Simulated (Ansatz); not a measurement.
# Bi4Se3: the cost of one run

Program: Ansatz 0.2.0. Level of theory: DFT r2SCAN, scalar-relativistic, plane waves, PAW. These are calculated values, not measurements.

## (1) The system as given

The structure is trigonal, space group R-3m (No. 166). The conventional cell has a = 4.270 Å, b = 4.270 Å, c = 40.000 Å, α = 90.00°, β = 90.00°, γ = 120.00°. Around Bi (site symmetry 3m) lie 3 Bi at 3.04 Å and 3 Se at 3.46 Å. Bi (site symmetry 3m) has 6 Se at 2.88 to 3.08 Å as nearest neighbours. Around Se (site symmetry 3m) lie 6 Bi at 2.88 to 3.46 Å. Around Se (site symmetry -3m) lie 6 Bi at 3.08 Å.

Coordinates:

```
Bi Se
1.0
     2.13500    1.23264   13.33333
    -2.13500    1.23264   13.33333
     0.00000   -2.46529   13.33333
Bi Se
4 3
Direct
  0.14450 0.14450 0.14450
  0.85550 0.85550 0.85550
  0.28700 0.28700 0.28700
  0.71300 0.71300 0.71300
  0.41700 0.41700 0.41700
  0.58300 0.58300 0.58300
  0.00000 0.00000 0.00000
```

(A quick probe on a coarse mesh, which set the mesh and smearing, is not shown.)

## (3) Rough relaxation on the coarse mesh

The input, input.yaml:

```yaml
crystal:
  lattice:
    - [2.1350003304, 1.2326430154, 13.33333]
    - [-2.1350003304, 1.2326430154, 13.33333]
    - [0.0, -2.4652860309, 13.33333]
  atoms:
    - { symbol: Bi, position: [0.1445, 0.1445, 0.1445] }
    - { symbol: Bi, position: [0.8555, 0.8555, 0.8555] }
    - { symbol: Bi, position: [0.287, 0.287, 0.287] }
    - { symbol: Bi, position: [0.713, 0.713, 0.713] }
    - { symbol: Se, position: [0.417, 0.417, 0.417] }
    - { symbol: Se, position: [0.583, 0.583, 0.583] }
    - { symbol: Se, position: [0.0, 0.0, 0.0] }
basis:
  ecutwfc: 500
kpoints:
  mp_grid: { grid: [6, 6, 6] }
hamiltonian:
  xc: r2scan
scf:
  occupations: { method: gaussian, width: 0.1 }
  lower_state_search: "off"
output:
  forces: true
  stress: true
  eigenvalues: true
relax:
  adjacent_minimum: "off"
  f_tol: 0.04
  max_steps: 70
  cell: { stress_tol: 0.4 }
```

Command:

```console
$ ansatz run input.yaml --threads 4 --pin off --max-ram 10240MiB --backend cpu --events-out ev --progress --plain --runs-dir out
```

What time and memory should one allow on 4 threads of Intel Xeon 6975P-C (Granite Rapids), shared host?

About 51 s, with a peak of 1.4 GiB.
